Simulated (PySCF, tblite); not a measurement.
**GeH12N2Si3: geometry, infrared bands and NMR shifts**

What infrared bands and NMR shifts should GeH12N2Si3 (`[SiH3]N([SiH3])[SiH2][NH][GeH3]`) show?

Computed with tblite 0.8.0 and PySCF 2.14.0, with density-fitted response routines of our own, on a single molecule in the gas phase. Atoms are numbered from 0 throughout.

## 1. The starting structure

18 atoms, charge 0, multiplicity 1; geometry from: force field or distance geometry start.

Bonds of the start (Å): Si0–N1 1.79, N1–Si2 1.77, N1–Si3 1.79, Si3–N4 1.78, N4–Ge5 1.86, Si0–H6 1.46, Si0–H7 1.47, Si0–H8 1.47, Si2–H9 1.48, Si2–H10 1.47, Si2–H11 1.48, Si3–H12 1.49, Si3–H13 1.47, N4–H14 1.04, Ge5–H15 1.54, Ge5–H16 1.55, Ge5–H17 1.56.

## 2. Relaxing the molecule with GFN2-xTB

Job settings and geometry (Å):

```
{"job": {"kind": "relax", "xc": "GFN2-xTB", "basis": "xTB"}, "charge": 0, "multiplicity": 1}
Si    -1.931900    -0.289700     1.571200
N     -0.668300     0.350500     0.476000
Si    -1.470300     1.147500    -0.889500
Si     0.241600    -1.055700    -0.166500
N      1.571800    -0.506300    -1.212400
Ge     2.750800     0.474400    -0.163300
H     -1.318700    -0.988300     2.700100
H     -2.810900    -1.212100     0.846100
H     -2.737600     0.827200     2.094200
H     -2.358000     0.197500    -1.591800
H     -0.472200     1.666100    -1.830100
H     -2.288600     2.275200    -0.397200
H      0.799100    -1.839600     0.967900
H     -0.655000    -1.935700    -0.930800
H      2.083000    -1.349700    -1.531200
H      3.966400     0.915500    -1.006800
H      2.038800     1.736500     0.394700
H      3.251300    -0.406900     1.017800
```

Launch:

```console
$ OMP_NUM_THREADS=1 python probes_run.py task.json out
```

This one command runs all jobs of the session in turn.

Log:

```text
step      E/eV     max force
  0    -521.12503    1.679
  1    -521.21659    1.238
  2    -521.32901    0.789
  3    -521.36805    0.642
  4    -521.41314    0.428
  5    -521.43183    0.476
  6    -521.49440    0.652
  7    -521.54278    0.648
  8    -521.58756    0.443
  9    -521.61563    0.395
 10    -521.64099    0.363
 11    -521.66445    0.394
 12    -521.68955    0.355
 13    -521.70837    0.284
 14    -521.71999    0.290
 15    -521.72942    0.225
 16    -521.73954    0.218
 17    -521.74867    0.322
 18    -521.75670    0.293
 19    -521.76445    0.237
 20    -521.77031    0.154
 21    -521.77439    0.174
 22    -521.77681    0.190
 23    -521.77921    0.151
 24    -521.78084    0.089
 25    -521.78184    0.068
 26    -521.78256    0.077
 27    -521.78351    0.075
 28    -521.78465    0.082
 29    -521.78558    0.057
 30    -521.78608    0.047
 31    -521.78642    0.044
 32    -521.78686    0.068
 33    -521.78746    0.078
 34    -521.78812    0.061
 35    -521.78864    0.044
 36    -521.78900    0.045
 37    -521.78929    0.049
 38    -521.78961    0.044
 39    -521.78998    0.060
 40    -521.79044    0.064
 41    -521.79093    0.054
 42    -521.79129    0.046
 43    -521.79150    0.035
 44    -521.79166    0.035
 45    -521.79191    0.045
 46    -521.79234    0.067
 47    -521.79288    0.068
 48    -521.79333    0.044
 49    -521.79360    0.041
 50    -521.79386    0.040
 51    -521.79424    0.064
 52    -521.79474    0.073
 53    -521.79519    0.053
 54    -521.79547    0.034
 55    -521.79569    0.039
 56    -521.79602    0.056
 57    -521.79655    0.076
 58    -521.79715    0.069
 59    -521.79755    0.040
 60    -521.79773    0.026
 61    -521.79785    0.030
 62    -521.79802    0.036
 63    -521.79826    0.035
 64    -521.79851    0.038
 65    -521.79870    0.028
 66    -521.79882    0.024
 67    -521.79889    0.024
 68    -521.79897    0.024
 69    -521.79907    0.031
 70    -521.79923    0.039
 71    -521.79948    0.055
 72    -521.79979    0.057
 73    -521.80011    0.039
 74    -521.80043    0.039
 75    -521.80084    0.049
 76    -521.80153    0.086
 77    -521.80224    0.089
 78    -521.80250    0.148
 79    -521.80261    0.136
 80    -521.80305    0.021
 81    -521.80311    0.019
 82    -521.80339    0.034
 83    -521.80356    0.032
 84    -521.80371    0.017
 85    -521.80374    0.011
 86    -521.80376    0.011
 87    -521.80379    0.018
 88    -521.80384    0.027
 89    -521.80391    0.027
 90    -521.80396    0.015
 91    -521.80399    0.013
 92    -521.80402    0.014
 93    -521.80407    0.024
 94    -521.80417    0.036
 95    -521.80431    0.040
 96    -521.80447    0.027
 97    -521.80456    0.019
 98    -521.80463    0.020
 99    -521.80471    0.030
100    -521.80487    0.045
101    -521.80515    0.054
102    -521.80547    0.044
103    -521.80568    0.028
104    -521.80577    0.019
105    -521.80581    0.017
106    -521.80587    0.019
107    -521.80597    0.020
108    -521.80607    0.031
109    -521.80613    0.013
110    -521.80616    0.019
111    -521.80618    0.013
112    -521.80622    0.013
113    -521.80628    0.014
114    -521.80637    0.025
115    -521.80650    0.031
116    -521.80666    0.033
117    -521.80686    0.031
118    -521.80706    0.038
119    -521.80723    0.033
120    -521.80735    0.043
121    -521.80750    0.042
122    -521.80774    0.042
123    -521.80804    0.048
124    -521.80833    0.065
125    -521.80869    0.070
126    -521.80901    0.054
127    -521.80926    0.046
128    -521.80947    0.043
129    -521.80968    0.034
130    -521.80986    0.038
131    -521.80998    0.029
132    -521.81008    0.020
133    -521.81017    0.020
134    -521.81026    0.024
135    -521.81034    0.024
136    -521.81040    0.028
137    -521.81049    0.023
138    -521.81062    0.026
139    -521.81074    0.030
140    -521.81083    0.026
141    -521.81089    0.019
142    -521.81093    0.015
143    -521.81098    0.018
144    -521.81104    0.027
145    -521.81112    0.032
146    -521.81120    0.029
147    -521.81127    0.024
148    -521.81133    0.020
149    -521.81138    0.020
150    -521.81143    0.028
151    -521.81150    0.029
152    -521.81159    0.026
153    -521.81173    0.027
154    -521.81185    0.030
155    -521.81202    0.033
156    -521.81235    0.042
157    -521.81251    0.048
158    -521.81279    0.033
159    -521.81306    0.047
160    -521.81358    0.070
161    -521.81382    0.057
162    -521.81435    0.054
163    -521.81495    0.089
164    -521.81552    0.062
165    -521.81641    0.071
166    -521.81774    0.092
167    -521.81879    0.106
168    -521.81711    0.222
169    -521.82086    0.098
170    -521.82192    0.091
171    -521.81903    0.305
172    -521.82518    0.108
173    -521.82633    0.085
174    -521.82769    0.157
175    -521.82900    0.102
176    -521.83050    0.074
177    -521.83271    0.109
178    -521.83384    0.105
179    -521.83527    0.076
180    -521.83618    0.106
181    -521.83789    0.096
182    -521.83907    0.115
183    -521.83988    0.060
184    -521.84047    0.041
185    -521.84081    0.037
186    -521.84103    0.027
187    -521.84126    0.027
188    -521.84136    0.029
189    -521.84155    0.031
190    -521.84173    0.029
191    -521.84189    0.025
192    -521.84201    0.022
193    -521.84214    0.019
194    -521.84223    0.020
195    -521.84231    0.019
196    -521.84240    0.021
197    -521.84253    0.024
198    -521.84270    0.028
199    -521.84290    0.031
200    -521.84309    0.031
201    -521.84327    0.030
202    -521.84345    0.031
203    -521.84364    0.031
204    -521.84384    0.033
205    -521.84403    0.036
206    -521.84422    0.033
207    -521.84442    0.036
208    -521.84468    0.040
209    -521.84500    0.047
210    -521.84534    0.049
211    -521.84563    0.042
212    -521.84595    0.041
213    -521.84630    0.046
214    -521.84689    0.056
215    -521.84724    0.044
216    -521.84762    0.038
217    -521.84794    0.044
218    -521.84826    0.046
219    -521.84860    0.060
220    -521.84891    0.037
221    -521.84932    0.030
222    -521.84955    0.037
223    -521.85001    0.044
224    -521.85029    0.035
225    -521.85051    0.036
226    -521.85067    0.033
227    -521.85084    0.030
228    -521.85104    0.024
229    -521.85118    0.022
230    -521.85129    0.028
231    -521.85143    0.030
232    -521.85161    0.027
233    -521.85183    0.032
234    -521.85203    0.023
235    -521.85217    0.023
236    -521.85227    0.025
237    -521.85237    0.026
238    -521.85251    0.030
239    -521.85269    0.054
240    -521.85294    0.030
241    -521.85327    0.030
242    -521.85347    0.035
243    -521.85364    0.037
244    -521.85393    0.035
245    -521.85421    0.037
246    -521.85461    0.046
247    -521.85509    0.057
248    -521.85550    0.055
249    -521.85578    0.039
250    -521.85603    0.027
251    -521.85621    0.027
252    -521.85640    0.025
253    -521.85659    0.029
254    -521.85672    0.025
255    -521.85682    0.024
256    -521.85690    0.025
257    -521.85696    0.022
258    -521.85701    0.017
259    -521.85706    0.014
260    -521.85709    0.011
261    -521.85712    0.013
262    -521.85714    0.015
263    -521.85716    0.011
264    -521.85718    0.009
```

Run time: 4.2 s. Hardware: 1 thread of Arm Neoverse N1, shared host.

The steps of the relaxation: (not every step is listed)

```
step  energy from step 0 (eV)  largest force (eV/Å)
   0                   0.0000                1.6791
   1                  -0.0916                1.2380
   2                  -0.2040                0.7889
   3                  -0.2430                0.6418
   4                  -0.2881                0.4283
   5                  -0.3068                0.4756
   6                  -0.3694                0.6519
   7                  -0.4177                0.6485
   8                  -0.4625                0.4433
  33                  -0.6624                0.0782
  58                  -0.6721                0.0691
  83                  -0.6785                0.0324
 108                  -0.6810                0.0313
 133                  -0.6851                0.0199
 158                  -0.6878                0.0328
 183                  -0.7148                0.0602
 208                  -0.7197                0.0401
 233                  -0.7268                0.0324
 258                  -0.7320                0.0172
 259                  -0.7320                0.0145
 260                  -0.7321                0.0106
 261                  -0.7321                0.0135
 262                  -0.7321                0.0148
 263                  -0.7321                0.0107
 264                  -0.7321                0.0093
```

Close pairs (by a distance rule), those that changed most:

```csv
bond,before (Å),after (Å),change (Å)
Ge5–H16,1.553,1.495,-0.058
N1–Si3,1.794,1.740,-0.054
Si0–N1,1.791,1.740,-0.051
Ge5–H17,1.556,1.506,-0.051
Si3–N4,1.779,1.732,-0.047
N4–Ge5,1.858,1.812,-0.046
Ge5–H15,1.544,1.503,-0.041
N1–Si2,1.773,1.742,-0.031
```

The end geometry stands in the next job.

## 3. Infrared spectrum with GFN2-xTB

Job settings and geometry (Å):

```
{"job": {"kind": "ir", "xc": "GFN2-xTB", "basis": "xTB"}, "charge": 0, "multiplicity": 1}
Si    -1.449569    -0.190161     1.591462
N     -1.118652    -0.259393    -0.114973
Si    -1.583005     1.047530    -1.168584
Si     0.085660    -1.373013    -0.694525
N      1.635120    -0.599830    -0.731465
Ge     2.359374     0.536674     0.479279
H     -0.381364     0.516424     2.317334
H     -1.556298    -1.566723     2.077832
H     -2.719832     0.514957     1.756219
H     -2.858995     1.557886    -0.666886
H     -1.738797     0.494592    -2.513579
H     -0.581985     2.123017    -1.171775
H      0.060035    -2.535948     0.199368
H     -0.216879    -1.738896    -2.079070
H      2.310325    -1.081865    -1.302790
H      3.743141     0.834073    -0.027200
H      1.548584     1.790935     0.541127
H      2.454377    -0.063941     1.856580
```

Log:

```text
mode    cm-1     km/mol
  1      38.6      0.29
  2      58.3      0.16
  3      63.1      0.41
  4      76.8      0.12
  5      89.7      0.34
  6     150.9      0.56
  7     155.8      5.29
  8     222.4      0.51
  9     225.6      0.24
 10     258.2     45.82
 11     301.2     31.23
 12     483.8     10.50
 13     518.6     25.15
 14     528.3     62.98
 15     547.3     59.20
 16     552.7      7.69
 17     567.0     73.15
 18     582.1    103.77
 19     595.6     76.70
 20     603.8     29.38
 21     627.5    106.18
 22     747.9    286.70
 23     759.7     16.40
 24     764.3    177.36
 25     774.0     12.06
 26     782.0    185.15
 27     790.9    343.82
 28     796.6    706.28
 29     798.2    573.27
 30     821.6    277.95
 31     835.3     89.92
 32     844.0    115.70
 33     918.4    131.04
 34     973.4    544.00
 35     988.5    481.62
 36    1144.0    176.64
 37    1918.2    171.18
 38    1987.9    465.75
 39    2043.3    484.05
 40    2157.4    210.66
 41    2189.2    431.69
 42    2204.9    202.56
 43    2242.4    245.78
 44    2245.6    229.68
 45    2250.0     88.82
 46    2261.3    530.06
 47    2266.3    639.66
 48    3453.6      1.57
```

Run time: 1.5 s. Hardware: 1 thread of Arm Neoverse N1, shared host.

The strongest bands and the atoms that carry them (share of the mass-weighted mode):

```
cm⁻¹  km/mol                                 atoms
 797   706.3  H8 16 %, H11 14 %, H12 14 %, H6 13 %
 798   573.3   H6 19 %, H7 15 %, H9 14 %, H11 12 %
 973   544.0                     N1 73 %, Si3 14 %
 988   481.6                     N1 77 %, Si0 11 %
1988   465.8                    H15 55 %, H17 36 %
2043   484.1                    H16 83 %, H15 15 %
2261   530.1                    H10 47 %, H13 42 %
2266   639.7                      H8 62 %, H9 29 %
```

## 4. Nuclear shieldings: PBE0/pcSseg-1

Settings changed since step 3:

```diff
@@ -1,2 +1,2 @@
-{"job": {"kind": "ir", "xc": "GFN2-xTB", "basis": "xTB"}, "charge": 0, "multiplicity": 1}
+{"job": {"kind": "nmr", "xc": "PBE0", "basis": "pcSseg-1"}, "charge": 0, "multiplicity": 1}
 Si    -1.449569    -0.190161     1.591462
```

With the program's defaults for keys left out, this is: GIAO PBE0/pcSseg-1 NMR shielding, non-relativistic, gas phase.

Log:

```text
coarse grid: 66560 points
cycle   1  E = -3061.1378380693  dE = -3.743e-01  |g| = 1.019e+00  |ddm| = 3.932e+00
cycle   2  E = -3061.0182610355  dE =  1.196e-01  |g| = 1.216e+00  |ddm| = 1.423e+00
cycle   3  E = -3061.2367160102  dE = -2.185e-01  |g| = 1.977e-01  |ddm| = 1.069e+00
cycle   4  E = -3061.2449923755  dE = -8.276e-03  |g| = 5.952e-02  |ddm| = 2.161e-01
cycle   5  E = -3061.2454163598  dE = -4.240e-04  |g| = 8.942e-03  |ddm| = 4.228e-02
cycle   6  E = -3061.2454277641  dE = -1.140e-05  |g| = 3.827e-03  |ddm| = 9.631e-03
cycle   7  E = -3061.2454305262  dE = -2.762e-06  |g| = 1.222e-03  |ddm| = 3.979e-03
final grid: 135264 points
cycle   8  E = -3061.2453835786  dE =  4.063e-07  |g| = 1.922e-03  |ddm| = 3.446e-03
cycle   9  E = -3061.2453820871  dE =  1.492e-06  |g| = 3.259e-03  |ddm| = 4.340e-03
cycle  10  E = -3061.2453843848  dE = -2.298e-06  |g| = 1.147e-04  |ddm| = 2.664e-03
cycle  11  E = -3061.2453843872  dE = -2.442e-09  |g| = 2.203e-05  |ddm| = 1.168e-04
cycle  12  E = -3061.2453843873  dE = -5.548e-11  |g| = 3.938e-06  |ddm| = 1.823e-05
converged SCF energy = -3061.2453843873

GIAO shielding tensors (ppm)
atom      isotropic    diamagn.    paramagn.     s11        s22        s33       span
  0 Si     393.261     881.078    -487.817    344.762    364.226    470.794    126.032
  1 N      254.453     333.350     -78.897    208.601    268.817    285.940     77.339
  2 Si     392.762     880.856    -488.094    344.967    362.346    470.973    126.006
  3 Si     371.640     881.825    -510.185    341.765    361.262    411.893     70.128
  4 N      260.168     327.203     -67.036    222.772    242.246    315.484     92.712
  5 Ge    1481.664    2756.762   -1275.098   1351.071   1454.847   1639.076    288.005
  6 H       26.525      31.082      -4.557     21.759     26.924     30.893      9.135
  7 H       26.755      30.105      -3.349     23.388     24.810     32.068      8.680
  8 H       26.825      30.143      -3.318     23.214     25.241     32.019      8.806
  9 H       26.862      30.002      -3.140     23.208     25.291     32.086      8.878
 10 H       26.824      29.880      -3.056     23.351     24.940     32.183      8.832
 11 H       26.611      30.666      -4.056     22.101     26.285     31.446      9.346
 12 H       26.411      30.931      -4.520     22.558     24.931     31.744      9.186
 13 H       26.514      30.702      -4.189     22.797     24.621     32.124      9.327
 14 H       32.487      31.857       0.630     22.100     28.978     46.383     24.283
 15 H       27.275      28.762      -1.486     20.348     22.385     39.094     18.746
 16 H       27.161      30.968      -3.806     20.190     23.934     37.360     17.170
 17 H       27.041      29.704      -2.663     20.456     22.315     38.353     17.897
```

Run time: 77 s. Hardware: 1 thread of Arm Neoverse N1, shared host; peak memory 1 GiB.

Shifts follow as δ = σ(reference) − σ, with reference shieldings (ppm) from runs at the same level and on the same kind of geometry: 1H TMS 31.72, 29Si TMS 349.2, 15N NH3 267.7, 73Ge GeMe4 1331. The references are single molecules in the gas phase, so shifts against H2O, NH3, PH3, H3PO4 or CFCl3 are not on the usual liquid scales and can be off by tens of ppm. Atoms listed in one row are averaged.

| atoms | environment | σ (ppm) | δ (ppm) |
| --- | --- | --- | --- |
| H12, H13 | hydrogen on a silicon bonded to 2 N | 26.46 | 5.25 |
| H6, H7, H8, H9, H10, H11 | hydrogen on a silicon bonded to N | 26.73 | 4.98 |
| H15, H16, H17 | hydrogen on a germanium bonded to N | 27.16 | 4.56 |
| H14 | hydrogen on a nitrogen bonded to Ge, Si | 32.49 | -0.77 |
| Si3 | silicon bonded to 2 N, 2 H | 371.6 | -22.5 |
| Si0, Si2 | silicon bonded to N, 3 H | 393.0 | -43.9 |
| N1 | nitrogen bonded to 3 Si | 254.5 | 13.3 |
| N4 | nitrogen bonded to Ge, Si, H | 260.2 | 7.6 |
| Ge5 | germanium bonded to N, 3 H | 1482 | -151 |

The run also stored atomic charges by several schemes (e):

| atoms | Mulliken | IAO | Hirshfeld | ESP fit |
| --- | --- | --- | --- | --- |
| Si0, Si2 | 0.62 | 0.74 | 0.34 | 0.45 |
| N1 | -1.08 | -1.03 | -0.34 | -0.49 |
| Si3 | 0.91 | 0.99 | 0.38 | 0.55 |
| N4 | -0.88 | -0.92 | -0.34 | -0.72 |
| Ge5 | 0.41 | 0.62 | 0.35 | 0.35 |

Mayer bond orders: Si0–N1 0.90, N1–Si2 0.89, N1–Si3 0.89, Si3–N4 0.96, N4–Ge5 0.86.

## 5. Results

| quantity | value |
| --- | --- |
| strongest single infrared mode (GFN2-xTB) | 797 cm⁻¹, 706 km/mol |
| zero-point energy (GFN2-xTB) | 67.5 kcal/mol |
| 1H shifts against TMS (PBE0/pcSseg-1, means over atoms taken as alike) | 5.25, 4.98, 4.56, -0.77 ppm |
| 29Si shifts against TMS (PBE0/pcSseg-1, means over atoms taken as alike) | -22.5, -43.9 ppm |
| 15N shifts against NH3 (PBE0/pcSseg-1) | 13.3, 7.6 ppm |
| 73Ge shifts against GeMe4 (PBE0/pcSseg-1) | -151 ppm |

The optimisation took 264 steps and gained 0.732 eV; among the close pairs (by a distance rule), Ge5–H16 changed most, from 1.553 to 1.495 Å. All 48 modes are real, so the xTB geometry is a minimum. GFN2-xTB is a fitted tight-binding method: band positions and strengths are rough. Its intensities can rank the bands wrongly. At PBE0/pcSseg-1: The largest span, 288 ppm, is at Ge5, where the paramagnetic term is -1275 ppm. Spin-orbit coupling is left out, which matters for shieldings and couplings at and beside the heavy atoms.
